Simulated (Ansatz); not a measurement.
Run this with Ansatz 0.2.0 through its Python package and show what comes out.

Script `methods_c2hclfge.py`:
```python
# -*- coding: utf-8 -*-
"""C2HClFGe at several levels of theory."""

from dataclasses import dataclass
from pathlib import Path

import ansatz as az
import numpy as np


@dataclass(frozen=True)
class Options:
    basis_set: str = "def2-SVP"


opts = Options()

mol = (
    az.Crystal.molecule()
    .atom("C", [-0.691, 1.1788, 1.1298])
    .atom("C", [-0.4552, 0.3697, 0.314])
    .atom("Ge", [-0.0306, -0.9629, -0.9612])
    .atom("F", [0.6201, -2.3939, -0.1063])
    .atom("Cl", [1.5913, -0.2427, -2.2445])
    .atom("H", [-0.9926, 1.987, 1.822])
)

base = (
    mol.calculation()
    .basis(gaussian=opts.basis_set)
    .spin("collinear", total=1)
)

print("functional    E (Ha)        dipole (D)   HOMO (eV)  LUMO (eV)")
for name in ["lc_wpbe", "r2scan", "b3lyp", "blyp"]:
    r = base.functional(name).forces().orbitals().run(threads=1, runs_dir="runs").report
    lines = Path(r["orbitals_path"]).read_text().splitlines()
    field_of = lambda key: [line.split("=")[1].strip() for line in lines if line.startswith(key)]
    orbitals = [(27.211386 * float(e), s, float(n)) for e, s, n in zip(field_of("Ene="), field_of("Spin="), field_of("Occup="))]
    homo = max(e for e, _, n in orbitals if n > 0.5)
    lumo = min(e for e, _, n in orbitals if n < 0.5)
    dipole = 4.803205 * np.linalg.norm(r["charge_distribution"]["dipole_moment_e_ang"])
    print(f"{name:10s} {r['free_energy_ev'] / 27.211386246:14.6f} {dipole:9.3f} {homo:11.3f} {lumo:10.3f}")
```

```console
$ python methods_c2hclfge.py
functional    E (Ha)        dipole (D)   HOMO (eV)  LUMO (eV)
lc_wpbe      -2712.757690     3.039     -10.004     -1.665
r2scan       -2713.160813     2.906      -6.521     -4.583
b3lyp        -2713.338608     2.859      -6.999     -4.357
blyp         -2713.302768     2.606      -5.767     -4.813
```

These settings explore the input space; basis and method may be short of convergence. The geometry is a force-field or estimated start, not a minimum of this method, and the basis set is short of its limit. A lower total doesn't mark the better method: functionals have no common bound, and MP2 and coupled cluster aren't variational. The species is open-shell (spin multiplicity 2). b3lyp holds the VWN-RPA fit, as in Gaussian; the form of ORCA and Turbomole is b3lyp5. Levels such as HOMO and LUMO are orbital energies: with these approximate functionals they aren't the ionisation energy and electron affinity, and their gap isn't the fundamental gap. The whole script took 34 s on 1 thread of Arm Neoverse V1, on a shared host, peak memory 0.38 GiB.

(A comment or docstring line of the script was reworded after the run, the code is as it ran; lines on the test bed's own set-up are left out of the output.)
